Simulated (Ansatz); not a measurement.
EuAsO3, space group Pm-3m, a scan of the Hubbard U

With the Ansatz DFT code, driven from Python.

At the Python prompt:
```pycon
>>> import ansatz
>>> import numpy as np
>>> def count_gap(report):
...     # lowest empty less highest filled band, counting bands; zero where they overlap
...     return max(report.get("gap_by_band_count_ev") or 0.0, 0.0)
...
>>> system = (
...     ansatz.Lattice.cubic(3.998452)
...     .space_group(221)
...     .atom("Eu", (0.0, 0.0, 0.0))
...     .atom("As", (0.5, 0.5, 0.5))
...     .atom("O", (0.5, 0.5, 0.0))
...     .moments(Eu=4.9)
... )
>>> system.resolved().tree()["lattice"]
((3.998452, 0.0, 0.0), (2.4483457216721665e-16, 3.998452, 0.0), (2.4483457216721665e-16, 2.4483457216721665e-16, 3.998452))
>>> calc = (
...     system.calculation()
...     .spin("collinear")
...     .occupations(ansatz.OccupationsMethod.FERMI_DIRAC, width=0.05)
...     .basis(500)
...     .functional("r2SCAN")
...     .kpoints(length=24)
...     .band_table()
... )
>>> rows = []
>>> for u in [0.0, 1.5, 3.0, 4.5, 6.0]:
...     data = calc.hubbard("Eu", "f", u_eff=u).run(threads=1).report
...     shell = data["hubbard"]["n_scf"]
...     rows.append((u, count_gap(data), sum(shell) / len(shell), max(abs(m) for m in data["site_moments_mub"]), data["n_iterations"]))
...
DeckWarning: where an SCF of this run starts from atoms to list the orders of its open shells, Eu (site 0, from 0) starts with 6.32 μB on its 4f shell, in the place of the 4.90 μB that the deck gives it: an open f shell starts with all that it can hold by Hund's first rule. To start from spheres of the given moment, type scf.initial_density.shell_occupations: []
>>> print("      U_eff eV  gap by band count eV  Eu f occupation (projector)  largest moment muB      iterations")
      U_eff eV  gap by band count eV  Eu f occupation (projector)  largest moment muB      iterations
>>> for row in rows:
...     print(f"{str(row[0]):>14s}  {row[1]:20.3f}  {row[2]:27.4f}  {row[3]:18.3f}  {row[4]:14d}")
...
           0.0                 0.000                       6.7622               6.670               2
           1.5                 0.000                       6.8066               6.713               2
           3.0                 0.000                       6.8852               6.784              76
           4.5                 0.000                       6.9745               6.862              20
           6.0                 0.000                       6.9992               6.886              22
```

From U = 0 to 6 eV the largest site moment goes from 6.67 to 6.89 μB.

Reading the output:
- Open f shells: with a Hubbard U, without spin-orbit coupling; the state reached hangs on the start and needn't be the lowest.
- For a metal this k-point mesh is coarse: on a finer one energies can move by several to tens of meV an atom and pressures by half a GPa or more, differences at one mesh by less.
- A gap by band count of zero or less means overlapping bands, a metal.
- r2SCAN tends to overestimate the moments of itinerant magnets.
- This cell is a computed structure, which may not be the phase found in nature.
- Levels are Kohn-Sham eigenvalues on this mesh, without spin-orbit coupling.
- Warnings are shown shortened and without file and line.
- Shell occupations and the effect of U depend on the projectors; a run with no .spin step is spin-unpolarised, and each U may end in a state that isn't the lowest.
- Timing: 10 min on 1 thread of Arm Neoverse V1, with other jobs on the host, peak memory 1.1 GiB.
